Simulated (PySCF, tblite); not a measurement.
# C₆H₆ClF₂ radical: geometry, infrared bands and EPR parameters

Wanted: the infrared bands and EPR parameters of C₆H₆ClF₂ radical (`F[C]1CC2(C1)C[C@@]2(F)Cl`), by calculation.

The runs use tblite 0.8.0 and PySCF 2.14.0, with density-fitted response routines of our own; the level of theory stands in each step. All values are computed, except where a source is named. Atoms count from 0, in the outputs and in this text.

### Step 1. The molecule as given

15 atoms, charge 0, multiplicity 2; geometry from: force field or distance geometry start.

Bonds of the start (Å): F0–C1 1.38, C1–C2 1.53, C2–C3 1.47, C3–C4 1.49, C3–C5 1.45, C5–C6 1.51, C6–F7 1.37, C6–Cl8 1.78, C4–C1 1.54, C6–C3 1.48, C2–H9 1.10, C2–H10 1.10, C4–H11 1.11, C4–H12 1.11, C5–H13 1.12, C5–H14 1.12.

### Step 2. Relaxing the molecule with GFN2-xTB

The job: settings as JSON, then the geometry in Å.

```
{"job": {"kind": "relax", "xc": "GFN2-xTB", "basis": "xTB"}, "charge": 0, "multiplicity": 2}
F     -2.296600     1.070700     0.250700
C     -1.898500    -0.251600     0.293600
C     -0.982900    -0.492800    -0.903900
C      0.110100    -0.033000    -0.042000
C     -0.655000    -0.296400     1.203300
C      1.022400     1.069800    -0.303200
C      1.543100    -0.350200    -0.240300
F      1.782700    -1.047400    -1.397300
Cl     2.421300    -0.809400     1.244300
H     -1.251400     0.162500    -1.747300
H     -0.867200    -1.540700    -1.204500
H     -0.640500     0.506700     1.965300
H     -0.445200    -1.310200     1.615200
H      1.242500     1.763700     0.542200
H      0.910900     1.566400    -1.298000
```

Run with:

```
OMP_NUM_THREADS=1 python probes_run.py task.json out
```

One launch serves the whole session: the jobs run in the order shown.

**Question.** This job is followed by: GFN2-xTB harmonic vibrations, gas phase; UKS B3LYP, pcH-1 on C Cl F H, non-relativistic, mean-field spin-orbit, GIAO. Predict these results of the whole session: strongest single infrared mode (GFN2-xTB); zero-point energy (GFN2-xTB); g(iso) (B3LYP); ⟨S²⟩; largest a(iso); potential on the surface of density 0.002 e/bohr³, 1st and 99th percentile.

**Answer**, as computed:

| quantity | value |
| --- | --- |
| strongest single infrared mode (GFN2-xTB) | 1320 cm⁻¹, 228 km/mol |
| zero-point energy (GFN2-xTB) | 64.7 kcal/mol |
| g(iso) (B3LYP) | 2.00369 |
| ⟨S²⟩ | 0.753 (exact 0.75) |
| largest a(iso) | 13C on C1, 261.2 MHz |
| potential on the surface of density 0.002 e/bohr³, 1st and 99th percentile | -0.76 V and 1.17 V |

Over 70 steps the energy fell by 0.764 eV; of the close pairs, C2–C3 changed most, 1.466 to 1.528 Å. No mode is imaginary among the 39: a minimum at this level. The strongest single mode, at 1320 cm⁻¹, moves mainly C1. Unscaled tight-binding wavenumbers are off by several per cent, some by more. Its intensities can rank the bands wrongly. Most of the unpaired spin sits on C1 (0.87 e). The isotropic g lies 1.4 ppt above the free-electron value. The conformer search found further structures of the same energy, which may be mirror or relabelled copies of this one.
